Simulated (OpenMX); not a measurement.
HPbNO4:

```xyz
7
Lattice="4.2753 -0.0004 0.0064 -2.0840 5.2077 -0.0491 -2.1238 -1.8657 4.9149" Properties=species:S:1:pos:R:3 pbc="T T T"
H     2.2338   -1.5247    4.4769
Pb    0.1373    4.0030    0.6652
N    -2.0197    1.5311    2.4473
O     2.2736    4.7756    0.1022
O    -1.9905    2.6889    2.9560
O     2.2225    1.4102    1.1945
O    -2.0163    0.5081    3.1892
```

The cell was built by a generator and needn't be a form met in nature.

Base run:

* Program: OpenMX 3.8.5
* Functional: PBE
* Potentials or basis: OpenMX 2013 PBE set, H7.0-s2p2d1, Pb8.0-s3p2d2f2, N6.0-s3p2d2, O6.0-s3p2d2, grid cutoff 500 Ry
* k mesh: 9 × 7 × 7
* Occupations: fermi-dirac, width 0.05 eV
* Spin: no spin polarisation

Its results: band gap on the k mesh 2.89 eV, indirect (least direct gap 3.18 eV); pressure 1.6 GPa; largest force 0.906 eV/Å.

**Question.** The run is repeated on the same cell with these changes: potentials or basis from OpenMX 2013 PBE set, H7.0-s2p2d1, Pb8.0-s3p2d2f2, N6.0-s3p2d2, O6.0-s3p2d2, grid cutoff 500 Ry to OpenMX 2013 PBE set, H5.0-s2, Pb8.0-s3p2d2, N6.0-s2p2, O6.0-s2p2, grid cutoff 500 Ry. What comes out?

**Answer.** Band gap on the k mesh 2.57 eV, indirect (least direct gap 2.83 eV); pressure 10.7 GPa; largest force 5.385 eV/Å.

Caveats: spin-orbit coupling is left out, which as a rule narrows the gap of such compounds by several tenths of an eV; the basis of atomic orbitals isn't converged, which shifts pressures, moduli and gaps; forces of over 1 eV/Å show positions far from the minimum, so gaps and moduli don't describe the material at rest (some runs).

A k mesh can miss the band edges.
